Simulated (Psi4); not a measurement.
# TaF5 (SMILES F[Ta](F)(F)(F)F): PBE0/def2-SVP (core potential)

What is the energy change on altering one bond length of TaF5 at PBE0/def2-SVP (core potential)? 

The calculation is run with Psi4 1.11.

6 further runs of the same task are left out: 6 that didn't finish.

## Step 1: The system as given

TaF5: 6 atoms, total charge 0, spin state singlet. As SMILES, `F[Ta](F)(F)(F)F`. Geometry: relaxed at PBE0-D4/def2-TZVP.

Bond lengths: F1–Ta2 1.876 Å, Ta2–F3 1.846 Å, Ta2–F4 1.846 Å, Ta2–F5 1.876 Å, Ta2–F6 1.846 Å. Angles: F1–Ta2–F3 90.0°, F1–Ta2–F4 90.0°, F1–Ta2–F5 180.0°, F1–Ta2–F6 90.0°, F3–Ta2–F4 120.0°, F3–Ta2–F5 90.0°, F3–Ta2–F6 120.0°, F4–Ta2–F5 90.0°, F4–Ta2–F6 120.0°, F5–Ta2–F6 90.0°.

## Step 2: A single-point energy at PBE0/def2-SVP (core potential)

Contents of f5ta.py:

```python
import psi4

psi4.set_memory('2200 MB')
psi4.set_num_threads(1)
psi4.set_output_file('psi4.out', False)

mol = psi4.geometry("""
0 1
F     -1.94673916    -2.43742545     1.68299009
Ta     0.00015118    -0.00009449     0.00003779
F      2.91439232    -1.62849039     1.01242077
F     -1.52345941    -0.86572133    -3.01634305
F      1.94658798     2.43778450    -1.68264994
F     -1.39089512     2.49394716     2.00358212
units bohr
symmetry c1
no_reorient
no_com
""")

psi4.set_options({
    'basis': 'def2-SVP',
    'puream': True,
    'e_convergence': 1e-09,
    'd_convergence': 1e-08,
    'scf_type': 'pk',
    'dft_radial_points': 99,
    'dft_spherical_points': 590,
})

E, wfn = psi4.energy('pbe0', molecule=mol, return_wfn=True)
psi4.oeprop(wfn, 'LOWDIN_CHARGES', 'WIBERG_LOWDIN_INDICES', 'QUADRUPOLE', title='PBE0')
print('E =', round(E, 9))
```

Run with:

```
$ python f5ta.py
```

psi4.out:

```text
[...]
    !!!  WARNING: ECP capability is in beta. Please check occupations closely.  !!!
[...]
  Running in c1 symmetry.
[...]
  Nuclear repulsion =  316.003001651506111
[...]
  Multiplicity = 1
[...]
  Nalpha       = 29
  Nbeta        = 29
[...]
    Number of basis functions: 102
[...]
   @RKS iter   1:  -555.24905500551097   -9.34729e-01   1.06111e-02 ADIIS/DIIS
[...]
   @RKS iter  12:  -555.69845337485742   -1.02318e-11   6.09068e-09 DIIS
[...]
    Orbital Energies [Eh]
    ---------------------
    Doubly Occupied:
       1A    -24.820977     2A    -24.820963     3A    -24.820946
       4A    -24.788572     5A    -24.788409     6A     -2.914061
       7A     -1.662953     8A     -1.662951     9A     -1.656741
      10A     -1.234260    11A     -1.206271    12A     -1.203524
      13A     -1.203509    14A     -1.163088    15A     -0.561007
      16A     -0.551058    17A     -0.551051    18A     -0.540372
      19A     -0.540367    20A     -0.533381    21A     -0.489599
      22A     -0.489532    23A     -0.487748    24A     -0.487745
      25A     -0.458850    26A     -0.458850    27A     -0.452770
      28A     -0.448943    29A     -0.448929
[...]
  @RKS Final Energy:  -555.69845337485742
   => Energetics <=
    Nuclear Repulsion Energy =            316.0030016515061106
    One-Electron Energy =               -1420.8631429854704038
    Two-Electron Energy =                 593.6790201423420967
    DFT Exchange-Correlation Energy =     -44.5173321832351334
    Empirical Dispersion Energy =           0.0000000000000000
    VV10 Nonlocal Energy =                  0.0000000000000000
    Total Energy =                       -555.6984533748573085
[...]
 Multipole Moments:
 ------------------------------------------------------------------------------------
     Multipole            Electronic (a.u.)      Nuclear  (a.u.)        Total (a.u.)
 ------------------------------------------------------------------------------------
 L = 1.  Multiply by 2.5417464519 to convert [e a0] to [Debye]
 Dipole X            :         -0.0006159            0.0009448            0.0003289
 Dipole Y            :          0.0001258           -0.0003780           -0.0002521
 Dipole Z            :         -0.0004695            0.0004912            0.0000217
 Magnitude           :                                                    0.0004150
 L = 2.  Multiply by 1.3450342976 to convert [e a0^2] to [Debye ang]
 Quadrupole XX       :       -220.4184484          182.9537870          -37.4646614
 Quadrupole XY       :        -24.8131089           23.3496544           -1.4634545
[...]
```

On the terminal:

```text
E = -555.698453375
```

Wall time 20 s (1 thread of Intel Xeon Platinum 8375C at 2.90GHz (Ice Lake), shared host); peak memory 1.1 GiB.

## Step 3: The distorted shape: energy and gradient at PBE0/def2-SVP (core potential)

Contents of f5ta_ase.py:

```python
import numpy as np
from ase.calculators.psi4 import Psi4
from ase import Atoms

a = Atoms(['F', 'Ta', 'F', 'F', 'F', 'F'], positions=[
    [-0.385167, -0.923377, 2.167551],
    [0.645083, 0.366403, 1.276971],
    [2.187233, -0.495307, 1.812701],
    [-0.806180, -0.458120, -1.596180],
    [1.675093, 1.656473, 0.386531],
    [-0.091027, 1.686193, 2.337201],
])
calc = Psi4(atoms=a, method='pbe0', basis='def2-SVP', memory='2200MB', num_threads=1, charge=0, multiplicity=1, label='calc', reference='rks')
calc.psi4.set_options({'puream': True, 'e_convergence': 1e-09, 'd_convergence': 1e-08, 'scf_type': 'pk', 'dft_radial_points': 99, 'dft_spherical_points': 590})
a.calc = calc

forces = a.get_forces()
print(f'energy: {a.get_potential_energy():.6f} eV')
print('forces / eV A^-1')
print(np.round(forces, 5))
```

Run with:

```
$ python f5ta_ase.py
```

calc.dat (excerpt; [...] marks lines left out):

```text
[...]
    !!!  WARNING: ECP capability is in beta. Please check occupations closely.  !!!
[...]
  Running in c1 symmetry.
[...]
  Nuclear repulsion =  283.073367710143259
[...]
  Multiplicity = 1
[...]
  Nalpha       = 29
  Nbeta        = 29
[...]
    Number of basis functions: 102
[...]
   @RKS iter   1:  -554.80615267809912   -8.67870e-01   1.19619e-02 ADIIS/DIIS
[...]
   @RKS iter  18:  -555.48020066286551   -1.36424e-12   1.88770e-09 DIIS
[...]
  @RKS Final Energy:  -555.48020066286551
   => Energetics <=
    Nuclear Repulsion Energy =            283.0733677101432590
    One-Electron Energy =               -1354.4709266898573787
    Two-Electron Energy =                 560.3032235320538348
    DFT Exchange-Correlation Energy =     -44.3858652152051860
    Empirical Dispersion Energy =           0.0000000000000000
    VV10 Nonlocal Energy =                  0.0000000000000000
    Total Energy =                       -555.4802006628655136
[...]
 Multipole Moments:
 ------------------------------------------------------------------------------------
     Multipole            Electronic (a.u.)      Nuclear  (a.u.)        Total (a.u.)
 ------------------------------------------------------------------------------------
 L = 1.  Multiply by 2.5417464519 to convert [e a0] to [Debye]
 Dipole X            :          6.9491831           -6.1069309            0.8422523
 Dipole Y            :          3.9424165           -3.4642901            0.4781265
 Dipole Z            :         13.7494801          -12.0825859            1.6668942
 Magnitude           :                                                    1.9278304
[...]
  -Total Gradient:
     Atom            X                  Y                   Z
    ------   -----------------  -----------------  -----------------
       1       -0.001861834850    -0.004742616082     0.011673707874
       2        0.011274357853     0.006387252086     0.022295446723
       3        0.008966268818    -0.005703484006     0.002110407663
       4       -0.022150935357    -0.012583562304    -0.043851656697
       5        0.008932226817     0.008773470737     0.002342565740
       6       -0.005191594951     0.007850942687     0.005367027102
[...]
```

The script printed:

```text
energy: -15115.386169 eV
forces / eV A^-1
[[ 0.09574  0.24388 -0.60029]
 [-0.57975 -0.32845 -1.14648]
 [-0.46106  0.29328 -0.10852]
 [ 1.13905  0.64707  2.25494]
 [-0.45931 -0.45115 -0.12046]
 [ 0.26696 -0.40371 -0.27598]]
```

It took 36 s on 1 thread of Intel Xeon Platinum 8375C at 2.90GHz (Ice Lake), shared host; peak memory 1.1 GiB.

## Step 4: Outcome

At PBE0/def2-SVP (core potential):

| quantity | value |
| --- | --- |
| first shape: total energy | -555.69845 Eh |
| first shape: dipole moment | 0.00 D |
| first shape: HOMO energy | -12.22 eV |
| first shape: LUMO energy | -2.59 eV |
| first shape: HOMO–LUMO gap | 9.63 eV |
| distorted shape: total energy | -555.48020 Eh |
| distorted shape: dipole moment | 4.90 D |
| distorted shape: HOMO energy | -8.06 eV |
| distorted shape: LUMO energy | -5.42 eV |
| distorted shape: HOMO–LUMO gap | 2.65 eV |
| distorted shape: largest force on an atom | 2.608 eV/Å |
| energy change with the Ta2–F4 bond stretched from 1.846 to 3.323 Å | 5.939 eV |

**Reading.** One bond (distorted shape) is far stretched, which a spin-restricted single reference describes badly; a broken-symmetry solution may lie lower. With the Ta2–F4 bond stretched from 1.846 to 3.323 Å the energy rises by 5.94 eV (573 kJ/mol). The first shape isn't relaxed at this level, so the change isn't measured from a minimum. A restricted reference can't describe the breaking bond well at this length.
